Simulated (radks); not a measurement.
**Ionising tin step by step, Sn¹⁷⁺ to Sn³³⁺**

Aim: the successive ionisation energies of tin, each ion in the ground configuration that NIST lists, set against the tabulated values. Each value is a difference of total energies (Δ-SCF).

The numbers are computed with radks (a radial shooting solver on a logarithmic mesh, Libxc functionals) version 1 (scalar-relativistic Kohn-Sham, r2SCAN, spin-polarised, spherical densities, finite nucleus; open shells are filled with parallel spins first), except any that are marked as measured or tabulated.

## 1. The atom as given

- element: tin (Z = 50)
- charges: 17 to 33
- first configuration: [Ar] 3d10 4s2 4p3
- last configuration: [Ne] 3s2 3p5

Outer shells as boxes (Hund's rule):

Sn¹⁷⁺
```
[Ar] core
3d [↑↓][↑↓][↑↓][↑↓][↑↓]
4s [↑↓]
4p [↑ ][↑ ][↑ ]
```

Sn³³⁺
```
[Ne] core
3s [↑↓]
3p [↑↓][↑↓][↑ ]
```

## 2. Sn¹⁷⁺, [Ar] 3d10 4s2 4p3

Input:

```text
Z 50
configuration [Ar] 3d10 4s2 4p3 5s0 4d0
relativity scalar-relativistic
functional r2scan,r2scan
spin polarised
nucleus finite rms 4.6519 fm
c 137.035999084
```

## 3. Sn¹⁸⁺, [Ar] 3d10 4s2 4p2

Input:

```text
Z 50
configuration [Ar] 3d10 4s2 4p2
relativity scalar-relativistic
functional r2scan,r2scan
spin polarised
nucleus finite rms 4.6519 fm
c 137.035999084
```

## 4. Sn¹⁹⁺, [Ar] 3d10 4s2 4p1

Input: that of step 3 with these lines changed.

```diff
@@ -1,3 +1,3 @@
 Z 50
-configuration [Ar] 3d10 4s2 4p2
+configuration [Ar] 3d10 4s2 4p1
 relativity scalar-relativistic
```

## 5. Sn²⁰⁺, [Ar] 3d10 4s2

Input: that of step 4 with these lines changed.

```diff
@@ -1,3 +1,3 @@
 Z 50
-configuration [Ar] 3d10 4s2 4p1
+configuration [Ar] 3d10 4s2
 relativity scalar-relativistic
```

## 6. Sn²¹⁺, [Ar] 3d10 4s1

Input: that of step 5 with these lines changed.

```diff
@@ -1,3 +1,3 @@
 Z 50
-configuration [Ar] 3d10 4s2
+configuration [Ar] 3d10 4s1
 relativity scalar-relativistic
```

## 7. Sn²²⁺, [Ar] 3d10

Input: that of step 6 with these lines changed.

```diff
@@ -1,3 +1,3 @@
 Z 50
-configuration [Ar] 3d10 4s1
+configuration [Ar] 3d10
 relativity scalar-relativistic
```

## 8. Sn²³⁺, [Ar] 3d9

Input: that of step 7 with these lines changed.

```diff
@@ -1,3 +1,3 @@
 Z 50
-configuration [Ar] 3d10
+configuration [Ar] 3d9
 relativity scalar-relativistic
```

## 9. Sn²⁴⁺, [Ar] 3d8

Input: that of step 8 with these lines changed.

```diff
@@ -1,3 +1,3 @@
 Z 50
-configuration [Ar] 3d9
+configuration [Ar] 3d8
 relativity scalar-relativistic
```

## 10. Sn²⁵⁺, [Ar] 3d7

Input: that of step 9 with these lines changed.

```diff
@@ -1,3 +1,3 @@
 Z 50
-configuration [Ar] 3d8
+configuration [Ar] 3d7 4s0 4p0
 relativity scalar-relativistic
```

## 11. Sn²⁶⁺, [Ar] 3d6

Input: that of step 10 with these lines changed.

```diff
@@ -1,3 +1,3 @@
 Z 50
-configuration [Ar] 3d7 4s0 4p0
+configuration [Ar] 3d6 4s0 4p0
 relativity scalar-relativistic
```

## 12. Sn²⁷⁺, [Ar] 3d5

Input: that of step 11 with these lines changed.

```diff
@@ -1,3 +1,3 @@
 Z 50
-configuration [Ar] 3d6 4s0 4p0
+configuration [Ar] 3d5 4s0 4p0
 relativity scalar-relativistic
```

## 13. Sn²⁸⁺, [Ar] 3d4

Input: that of step 12 with these lines changed.

```diff
@@ -1,3 +1,3 @@
 Z 50
-configuration [Ar] 3d5 4s0 4p0
+configuration [Ar] 3d4
 relativity scalar-relativistic
```

## 14. Sn²⁹⁺, [Ar] 3d3

Input: that of step 13 with these lines changed.

```diff
@@ -1,3 +1,3 @@
 Z 50
-configuration [Ar] 3d4
+configuration [Ar] 3d3
 relativity scalar-relativistic
```

## 15. Sn³⁰⁺, [Ar] 3d2

Input: that of step 14 with these lines changed.

```diff
@@ -1,3 +1,3 @@
 Z 50
-configuration [Ar] 3d3
+configuration [Ar] 3d2 4s0 4p0
 relativity scalar-relativistic
```

## 16. Sn³¹⁺, [Ar] 3d1

Input: that of step 15 with these lines changed.

```diff
@@ -1,3 +1,3 @@
 Z 50
-configuration [Ar] 3d2 4s0 4p0
+configuration [Ar] 3d1
 relativity scalar-relativistic
```

## 17. Sn³²⁺, [Ar]

Input: that of step 16 with these lines changed.

```diff
@@ -1,3 +1,3 @@
 Z 50
-configuration [Ar] 3d1
+configuration [Ar]
 relativity scalar-relativistic
```

## 18. Sn³³⁺, [Ne] 3s2 3p5

Input: that of step 17 with these lines changed.

```diff
@@ -1,3 +1,3 @@
 Z 50
-configuration [Ar]
+configuration [Ne] 3s2 3p5
 relativity scalar-relativistic
```

**Question.** What will these runs give? Wanted: for each run, species; configuration; Δ-SCF; −ε(HOMO); NIST; error.

The runs gave:

```
species      configuration  Δ-SCF (eV)  −ε(HOMO) (eV)          NIST (eV)  error (%)
  Sn¹⁷⁺  [Ar] 3d10 4s2 4p3      475.22         461.19       466 (theory)       +2.0
  Sn¹⁸⁺  [Ar] 3d10 4s2 4p2      503.45         489.53       506 (theory)       -0.5
  Sn¹⁹⁺  [Ar] 3d10 4s2 4p1      531.06         517.54       537 (theory)       -1.1
  Sn²⁰⁺      [Ar] 3d10 4s2      610.09         597.95       608 (theory)       +0.3
  Sn²¹⁺      [Ar] 3d10 4s1      643.52         631.25  642.4 (semi-emp.)       +0.2
  Sn²²⁺          [Ar] 3d10      1133.9         1099.9      1127 (theory)       +0.6
  Sn²³⁺           [Ar] 3d9      1203.4         1168.8      1195 (theory)       +0.7
  Sn²⁴⁺           [Ar] 3d8      1274.0         1238.9      1269 (theory)       +0.4
  Sn²⁵⁺           [Ar] 3d7      1345.6         1310.1      1347 (theory)       -0.1
  Sn²⁶⁺           [Ar] 3d6      1418.0         1382.1      1421 (theory)       -0.2
  Sn²⁷⁺           [Ar] 3d5      1521.1         1483.1      1508 (theory)       +0.9
  Sn²⁸⁺           [Ar] 3d4      1598.7         1560.1      1596 (theory)       +0.2
  Sn²⁹⁺           [Ar] 3d3      1677.3         1638.2      1676 (theory)       +0.1
  Sn³⁰⁺           [Ar] 3d2      1756.8         1717.3      1763 (theory)       -0.4
  Sn³¹⁺           [Ar] 3d1      1837.1         1797.3      1844 (theory)       -0.4
  Sn³²⁺               [Ar]      2097.4         2062.5   2074 (semi-emp.)       +1.1
```

**Reading.** Reference values: NIST Atomic Spectra Database (exp. measured, semi-emp. semi-empirical, theory a theoretical value adopted there). The steepest step, after dividing by the final charge, comes at Sn²²⁺ in [Ar] 3d10, where the value goes from 643.52 to 1133.9 eV. There the highest level belongs to another shell. Against the measured or semi-empirical entries the Δ-SCF values err by +0.7 % on average (signed), at worst +1.1 % (Sn³²⁺). Minus the highest eigenvalue gives 97 to 98 % of the Δ-SCF value along the ladder. Open shells are spherical and high-spin; term and fine-structure splittings are not resolved. Spin-orbit splitting is averaged out at the scalar-relativistic level.
